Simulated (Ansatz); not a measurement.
# Ge5H2: the cost of one run

Program: Ansatz 0.2.0. Level of theory: DFT LDA, scalar-relativistic, plane waves, PAW. These are calculated values, not measurements.

3 further runs of the same task are left out: 1 that didn't finish, 2 set aside as unsound or not needed.

**1. The starting structure**

The structure is cubic, space group Fd-3m (No. 227). The conventional cell has a = 5.658 Å, b = 5.658 Å, c = 5.658 Å, α = 90.00°, β = 90.00°, γ = 90.00°. Around Ge (site symmetry -43m) lie 4 Ge at 2.45 Å.

As a file:

```xyz
2
Lattice="0.0000 2.8288 2.8288 2.8288 0.0000 2.8288 2.8288 2.8288 0.0000" Properties=species:S:1:pos:R:3 pbc="T T T"
Ge    2.8288    2.8288    2.8288
Ge    4.2432    4.2432    4.2432
```

The structure comes from the Crystallography Open Database.

**5. The grid**

Atoms count from 1 in the order of the input.

Two atoms of the surface dimers are held at set heights.

- height of Ge17 above its place in the flat dimer: 7 values from −0.669 to 0.647 Å
- height of Ge18 above its place in the flat dimer: 7 values from −0.669 to 0.647 Å

Relaxed at each point: all atoms of the upper layers, but for the two heights. Points are written as (first, second).

(The set-up runs are not shown.)

**6. Grid point (0.000 Å, 0.216 Å)**

Contents of input.yaml:

```yaml
crystal:
  lattice:
    - [7.9504584305, 0.0, 0.0]
    - [0.0, 7.9504584305, 0.0]
    - [0.0, 0.0, 19.3782629924]
  atoms:
    - { symbol: Ge, position: [0.5, 0.5, 0.253192968] }
    - { symbol: Ge, position: [0.5, 0.0, 0.253192968] }
    - { symbol: Ge, position: [0.0, 0.5, 0.253192968] }
    - { symbol: Ge, position: [0.0, 0.0, 0.253192968] }
    - { symbol: Ge, position: [0.75, 0.5, 0.325720406] }
    - { symbol: Ge, position: [0.75, 0.0, 0.325720406] }
    - { symbol: Ge, position: [0.25, 0.5, 0.325720406] }
    - { symbol: Ge, position: [0.25, 0.0, 0.325720406] }
    - { symbol: Ge, position: [0.7468482769, 0.7483903624, 0.4005733813] }
    - { symbol: Ge, position: [0.7468482769, 0.2516096376, 0.4005733813] }
    - { symbol: Ge, position: [0.2530006225, 0.7479031113, 0.3957344019] }
    - { symbol: Ge, position: [0.2530006225, 0.2520968887, 0.3957344019] }
    - { symbol: Ge, position: [0.0040699402, 0.7470349308, 0.4708444931] }
    - { symbol: Ge, position: [0.0040699402, 0.2529650692, 0.4708444931] }
    - { symbol: Ge, position: [0.4961736758, 0.7251453751, 0.4744296127] }
    - { symbol: Ge, position: [0.4961736758, 0.2748546249, 0.4744296127] }
    - { symbol: Ge, position: [0.0935074212, 0.0, 0.5296376506] }
    - { symbol: Ge, position: [0.1162678778, 0.5, 0.5407841604] }
    - { symbol: Ge, position: [0.3905595051, 0.0, 0.5045557978] }
    - { symbol: Ge, position: [0.4328946581, 0.5, 0.561000089] }
    - { symbol: H, position: [0.5090621173, 0.6542935074, 0.2055986752] }
    - { symbol: H, position: [0.5090621173, 0.3457064926, 0.2055986752] }
    - { symbol: H, position: [0.5090621173, 0.1542935074, 0.2055986752] }
    - { symbol: H, position: [0.5090621173, -0.1542935074, 0.2055986752] }
    - { symbol: H, position: [-0.0090621173, 0.3457064926, 0.2055986752] }
    - { symbol: H, position: [-0.0090621173, 0.6542935074, 0.2055986752] }
    - { symbol: H, position: [-0.0090621173, -0.1542935074, 0.2055986752] }
    - { symbol: H, position: [-0.0090621173, 0.1542935074, 0.2055986752] }
basis:
  ecutwfc: 420
kpoints:
  mp_grid: { grid: [3, 3, 1] }
hamiltonian:
  xc: lda
scf:
  occupations: { method: gaussian, width: 0.05 }
output:
  forces: true
  eigenvalues: true
relax:
  adjacent_minimum: "off"
  f_tol: 0.03
  max_steps: 30
  constraints:
    - { sites: [0, 1, 2, 3, 4, 5, 6, 7, 20, 21, 22, 23, 24, 25, 26, 27] }
    - { sites: [16, 17], fix: z }
efield:
  axis: 3
  dipole_correction: true
  ramp_width: 0.04
```

Launch:

```bash
ansatz run input.yaml --threads 4 --pin off --max-ram 12288MiB --backend cpu --events-out ev --progress --plain --runs-dir out
```

Q: Estimate wall time and peak memory on 4 threads of Intel Xeon 6975P-C (Granite Rapids), shared host.

About 46 s, with a peak of 3.3 GiB.
